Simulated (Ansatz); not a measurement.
# ZnO: the cost of one run

Program: Ansatz 0.2.0. Level of theory: DFT LDA, scalar-relativistic, plane waves, PAW. These are calculated values, not measurements.

1 further run of the same task is left out (set aside as unsound or not needed).

### 1 The system as given

Symmetry: P6_3mc, No. 186, hexagonal system. Conventional cell: a = 3.187 Å, b = 3.187 Å, c = 5.154 Å, α = 90.00°, β = 90.00°, γ = 120.00°. Around Zn (site symmetry 3m) lie 4 O at 1.94 to 1.95 Å. O (site symmetry 3m) is surrounded by 4 Zn at 1.94 to 1.95 Å.

As a file:

```
Zn O
1.0
     3.18681    0.00000    0.00000
    -1.59341    2.75986    0.00000
     0.00000    0.00000    5.15356
Zn O
2 2
Direct
  0.33333 0.66667 0.50034
  0.66667 0.33333 0.00034
  0.66667 0.33333 0.37867
  0.33333 0.66667 0.87867
```

This cell was relaxed beforehand with the same method: volume 11.33 Å³/atom, gap on the mesh 0.80 eV.

### 2 Tight relaxation for the response runs

The response runs start from a cell at rest, found with their own mesh and filling of the bands.

input.yaml reads:

```yaml
crystal:
  lattice:
    - [3.1868123898, 0.0, 0.0]
    - [-1.5934061949, 2.7598604867, 0.0]
    - [0.0, 0.0, 5.1535583231]
  atoms:
    - { symbol: Zn, position: [0.3333333333, 0.6666666667, 0.5003399761] }
    - { symbol: Zn, position: [0.6666666667, 0.3333333333, 0.0003399761] }
    - { symbol: O, position: [0.6666666667, 0.3333333333, 0.3786700239] }
    - { symbol: O, position: [0.3333333333, 0.6666666667, 0.8786700239] }
basis:
  ecutwfc: 420
kpoints:
  mp_grid: { grid: [12, 12, 6] }
hamiltonian:
  xc: lda
scf:
  occupations: { method: fixed }
output:
  forces: true
  stress: true
  eigenvalues: true
relax:
  adjacent_minimum: "off"
  f_tol: 0.001
  max_steps: 60
  cell: { stress_tol: 0.01 }
```

Started as:

```sh
> ansatz run input.yaml --threads 1 --pin off --max-ram 3072MiB --backend cpu --events-out ev --progress --plain --runs-dir out
```

Q: Estimate wall time and peak memory on 1 thread of Intel Xeon 6975P-C (Granite Rapids), shared host.

About 15 s, with a peak of 0.42 GiB.
